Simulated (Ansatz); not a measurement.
**CH₃F₂Sc: a ladder of functionals and wavefunction methods**

An exercise on one series of results from a longer session: the logs are not shown, and one member is left open.

Computed with Ansatz 0.2.0, Gaussian basis. Level: functionals in def2-TZVPP, the program's frozen cores in correlated methods.

Plan: LDA (SPW92), PBE-D4, revPBE-D4, BLYP-D4, r2SCAN-D4, B97M-V, PBE0-D4, B3LYP-D4, r2SCANh-D4, r2SCAN0-D4, HSE06-D4, BHLYP-D4, CAM-B3LYP-D4, LC-ωPBE, ωB97X-V, ωB97M-V, B2PLYP, PBE-QIDH; CCSD(T)/def2-SVP; CCSD(T)/def2-TZVPP; MP2/def2-QZVPP; extrapolation to the limit; RPA on PBE.

### Structure used throughout

An earlier PBE0-D4 in a triple-zeta def2 set relaxation fixed the geometry.

SMILES `[CH3][Sc]([F])[F]`, 7 atoms, charge 0, spin multiplicity 1.

Atoms are counted from 1 here; the program's logs count them from 0.

Bond lengths: C1–Sc2 2.176 Å, C1–H5 1.096 Å, C1–H6 1.097 Å, C1–H7 1.099 Å, Sc2–F3 1.843 Å, Sc2–F4 1.843 Å. Angles: Sc2–C1–H5 112.8°, Sc2–C1–H6 112.4°, Sc2–C1–H7 110.8°, H5–C1–H6 107.7°, H5–C1–H7 106.5°, H6–C1–H7 106.2°, C1–Sc2–F3 117.8°, C1–Sc2–F4 118.2°, F3–Sc2–F4 124.0°.

The first run:

in.yaml

```yaml
crystal:
  periodic: [false, false, false]
  atoms:
    - {symbol: C, position_ang: [-0.410646, 0.889727, -0.216005]}
    - {symbol: Sc, position_ang: [0.461089, -1.043941, 0.269449]}
    - {symbol: F, position_ang: [1.986310, -1.064642, 1.303037]}
    - {symbol: F, position_ang: [-0.348357, -2.556154, -0.403684]}
    - {symbol: H, position_ang: [-1.469741, 0.822205, -0.490945]}
    - {symbol: H, position_ang: [-0.325191, 1.606497, 0.610017]}
    - {symbol: H, position_ang: [0.106546, 1.346297, -1.071870]}
basis:
  gaussian: {orbitals: def2-TZVPP}
hamiltonian: {xc: lda}
output: {orbitals: {seedname: orbitals}}
```

Launch:

```sh
$ ansatz run in.yaml --threads 4 --pin off --events-out ev --progress --plain --max-ram 10444MiB
```

Steps of the session up to this table: LDA; PBE-D4 (GGA); revPBE-D4 (GGA); BLYP-D4 (GGA); r2SCAN-D4 (meta-GGA); B97M-V (meta-GGA); PBE0-D4 (hybrid); B3LYP-D4 (hybrid); r2SCANh-D4 (hybrid); r2SCAN0-D4 (hybrid); HSE06-D4 (hybrid); BHLYP-D4 (hybrid); CAM-B3LYP-D4 (range-separated); LC-ωPBE (range-separated); ωB97X-V (range-separated); ωB97M-V (range-separated); B2PLYP (double hybrid); PBE-QIDH (double hybrid).

One of the session's tables, all rows but one given; the rest of the session is left out.

It belongs to the step «Frontier levels by functional». 

```
  functional  HOMO (eV)  LUMO (eV)  gap (eV)
 LDA (SPW92)          ?          ?         ?
      PBE-D4      -6.09      -3.26      2.84
   revPBE-D4      -6.02      -3.11      2.91
     BLYP-D4      -5.98      -3.32      2.65
   r2SCAN-D4      -6.34      -2.88      3.47
      B97M-V      -6.41      -3.07      3.34
     PBE0-D4      -7.45      -2.31      5.15
    B3LYP-D4      -7.23      -2.74      4.49
  r2SCANh-D4      -6.86      -2.54      4.31
  r2SCAN0-D4      -7.63      -2.06      5.57
    HSE06-D4      -7.05      -2.68      4.37
    BHLYP-D4      -8.71      -1.64      7.07
CAM-B3LYP-D4      -8.88      -1.52      7.36
     LC-ωPBE     -10.26      -0.12     10.13
     ωB97X-V      -9.88      -0.32      9.56
     ωB97M-V      -9.76      -0.72      9.04
```

Q: Estimate the row for LDA (SPW92) from the others.

**Answer.** HOMO (eV): -6.28; LUMO (eV): -3.48; gap (eV): 2.80. In the column «HOMO (eV)» it lies between r2SCAN-D4 (-6.34) and PBE-D4 (-6.09).
